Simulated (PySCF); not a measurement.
# Cl2Pr ([PrCl2]+): the cost of one run

Computed with PySCF 2.14.0 and routines of our own; the level stands in each step. Atoms count from 0.

### Step 1. The system as given

3 atoms, charge 1, states of the metal's open shell are computed; geometry from: model geometry, bond lengths from ionic radii.

### Step 2. Ligand-field states: state-averaged CASSCF

Job settings and geometry (Å):

```
{"job": {"kind": "lf", "basis": {"metal": "x2c-TZVPall", "ligand": "x2c-SVPall"}, "nevpt": true}, "charge": 1, "metal": "Pr", "open_shell": "f2"}
Pr     0.000000     0.000000     0.000000
Cl     0.000000     0.000000     2.460000
Cl     0.000000     0.000000    -2.460000
```

Level: state-averaged CASSCF of the metal f shell, SC-NEVPT2 on the averaged canonical orbitals, state-interaction spin-orbit coupling.

Run with:

```
> OMP_NUM_THREADS=1 python lf_run.py task.json out
```

The driver reads the jobs from task.json and runs them one after another.

**Question.** How long does this first job take on 1 thread of Arm Neoverse V1, shared host, and how much memory does it need?

About 26 s, with a peak of 0.35 GiB.
